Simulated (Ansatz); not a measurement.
# C₂H₁₀AsNSi: how energies converge with the basis set

How large a basis does C₂H₁₀AsNSi need? Two functionals are run in growing sets.

Method: one geometry, several basis sets; program: Ansatz 0.2.0, Gaussian basis.

Plan: PBE0-D4/def2-SVP; ωB97M-V/def2-SVP; PBE0-D4/def2-QZVPP; ωB97M-V/def2-QZVPP; the functionals' def2-TZVPP values are taken from earlier runs.

### Step 1. Structure used throughout

The geometry comes from an earlier relaxation with PBE0-D4 in a triple-zeta def2 set; it is a stationary point, not always the lowest conformer.

SMILES `CN(C)[AsH][SiH3]`, 15 atoms, charge 0, spin multiplicity 1.

Atoms are counted from 1 here; the program's logs count them from 0.

Bond lengths: C1–N2 1.447 Å, C1–H6 1.095 Å, C1–H7 1.104 Å, C1–H8 1.092 Å, N2–C3 1.449 Å, N2–As4 1.895 Å, C3–H9 1.093 Å, C3–H10 1.095 Å, C3–H11 1.103 Å, As4–Si5 2.373 Å, As4–H12 1.526 Å, Si5–H13 1.487 Å, Si5–H14 1.489 Å, Si5–H15 1.484 Å. Angles: N2–C1–H6 109.0°, N2–C1–H7 113.8°, N2–C1–H8 110.2°, H6–C1–H7 107.5°, H6–C1–H8 107.9°, H7–C1–H8 108.3°, C1–N2–C3 111.4°, C1–N2–As4 112.6°, C3–N2–As4 110.3°, N2–C3–H9 110.4°, N2–C3–H10 109.1°, N2–C3–H11 113.8°, H9–C3–H10 107.5°, H9–C3–H11 108.1°, H10–C3–H11 107.8°, N2–As4–Si5 92.5°, N2–As4–H12 94.7°, Si5–As4–H12 91.0° and more.

### Step 2. PBE0-D4 in def2-SVP

Input file in.yaml:

```yaml
crystal:
  periodic: [false, false, false]
  atoms:
    - {symbol: C, position_ang: [-1.534886, -0.021423, 1.226403]}
    - {symbol: N, position_ang: [-0.313404, 0.169620, 0.474941]}
    - {symbol: C, position_ang: [0.740012, 0.712273, 1.309088]}
    - {symbol: As, position_ang: [0.275140, -1.418921, -0.375103]}
    - {symbol: Si, position_ang: [0.977741, -0.245202, -2.313556]}
    - {symbol: H, position_ang: [-1.837439, 0.935822, 1.664442]}
    - {symbol: H, position_ang: [-1.441522, -0.748913, 2.051498]}
    - {symbol: H, position_ang: [-2.336945, -0.355379, 0.565191]}
    - {symbol: H, position_ang: [1.650455, 0.862936, 0.723416]}
    - {symbol: H, position_ang: [0.427849, 1.690235, 1.689581]}
    - {symbol: H, position_ang: [0.991952, 0.077837, 2.175805]}
    - {symbol: H, position_ang: [-1.075212, -1.724725, -1.017332]}
    - {symbol: H, position_ang: [2.103619, 0.644529, -1.922813]}
    - {symbol: H, position_ang: [1.471289, -1.204767, -3.339478]}
    - {symbol: H, position_ang: [-0.120448, 0.575378, -2.882882]}
basis:
  gaussian: {orbitals: def2-SVP}
hamiltonian: {xc: pbe0, dispersion: d4}
output: {orbitals: {seedname: orbitals}}
```

The run is started by

```bash
$ ansatz run in.yaml --threads 4 --pin off --events-out ev --progress --plain --max-ram 11315MiB
```

Further steps of the session: ωB97M-V in def2-SVP; PBE0-D4 in def2-QZVPP; ωB97M-V in def2-QZVPP.

Before running them: what should the planned runs give, taken together? Wanted: PBE0-D4: double and triple zeta above quadruple; ωB97M-V: double and triple zeta above quadruple.

As calculated:

| quantity | value |
| --- | --- |
| PBE0-D4: double and triple zeta above quadruple | 16.21, 1.80 eV |
| ωB97M-V: double and triple zeta above quadruple | 16.40, 1.75 eV |

In words: PBE0-D4 gains 14.41 eV from double to triple zeta, then 1.80 eV more. These are total energies; as a rule much of such shifts cancels in differences, which this series doesn't test. The LUMO of ωB97M-V is positive and keeps falling with the basis (1.91 to 1.27 eV): an unbound level that the basis holds in place.
